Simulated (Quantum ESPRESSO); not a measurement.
NaH6, 7 atoms in the cell. It takes space group Pm-3m (No. 221, cubic). Conventional cell: a = 4.077 Å, b = 4.077 Å, c = 4.077 Å, α = 90.00°, β = 90.00°, γ = 90.00°. Na (site symmetry m-3m) is surrounded by 24 H at 3.00 Å. H (site symmetry 4mm) is surrounded by 5 H at 1.69 Å. The cell was built by a generator and needn't be a form met in nature.

- Program: Quantum ESPRESSO 7.5
- Task: band structure
- Functional: PW91
- Potentials or basis: SSSP 1.3 efficiency PBE
- Cutoff: 816 eV
- Density cutoff: 6531 eV
- k mesh: 7 × 7 × 7
- Occupations: fermi-dirac, width 0.05 eV
- Spin: no spin polarisation
- Mixing beta: 0.5
- Most SCF iterations: 120
- SCF threshold: 1.4e-09 Ry
- Diagonalization: rmm-davidson
- Tot charge: 1

Potentials or basis: SSSP 1.3 efficiency PBE.

Run with:

```bash
$ OMP_NUM_THREADS=1 pw.x -in pw.in > pw.out
$ OMP_NUM_THREADS=1 pw.x -in bands.in > bands.out
```

Hardware: 1 thread of AMD EPYC 9R14 (Zen 4), with other jobs on the host.

Question: How long does it take, and how much memory?

Answer: It took 24 s on 1 thread of AMD EPYC 9R14 (Zen 4), with other jobs on the host, peak memory 0.23 GiB. Counts: scf iterations 10, k pools 1, bands 13, k points 20, g dense 80989.
